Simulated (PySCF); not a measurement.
# CH7FO2Si2: the cost of one run

Computed with PySCF 2.14.0, with density-fitted response routines of our own, on a single molecule in the gas phase. Atoms are numbered from 0 throughout.

### 1 Starting geometry

13 atoms, charge 0, multiplicity 1; geometry from: GFN2-xTB. The atoms were then displaced at random by about 0.01 Å, so the start is not that level's minimum.

Bonds of the start (Å): C0–Si1 1.89, Si1–O2 1.61, Si1–O3 1.67, O3–Si4 1.57, Si4–F5 1.62, C0–H6 1.10, C0–H7 1.09, C0–H8 1.06, Si1–H9 1.45, O2–H10 0.97, Si4–H11 1.43, Si4–H12 1.44.

### 2 Relaxing the molecule at PBE0-D3(BJ)/def2-SVP

What the job is given:

```
{"job": {"xc": "PBE0", "basis": "def2-SVP", "d3": "d3bj", "grid": 1, "shake": 0.01, "kind": "geom"}, "charge": 0, "multiplicity": 1}
C     -2.036580    -0.460620     0.045950
Si    -0.641100     0.806760     0.155980
O     -0.189980     1.076480     1.680340
O      0.648760     0.200870    -0.714330
Si     2.086890    -0.419140    -0.825180
F      2.531190    -0.827770     0.676980
H     -2.898440    -0.100800     0.626090
H     -2.376670    -0.557530    -0.987660
H     -1.768360    -1.408820     0.434810
H     -0.897290     2.120650    -0.403870
H      0.527060     0.568010     2.091690
H      2.023090    -1.644180    -1.566030
H      2.997260     0.629190    -1.225090
```

Started as:

```sh
$ OMP_NUM_THREADS=1 python probes_run.py task.json out
```

One launch serves the whole session: the jobs run in the order shown.

**Question.** How long does this first job take on 1 thread of Arm Neoverse V1, shared host, and how much memory does it need?

About 2.1 min, with a peak of 0.54 GiB.
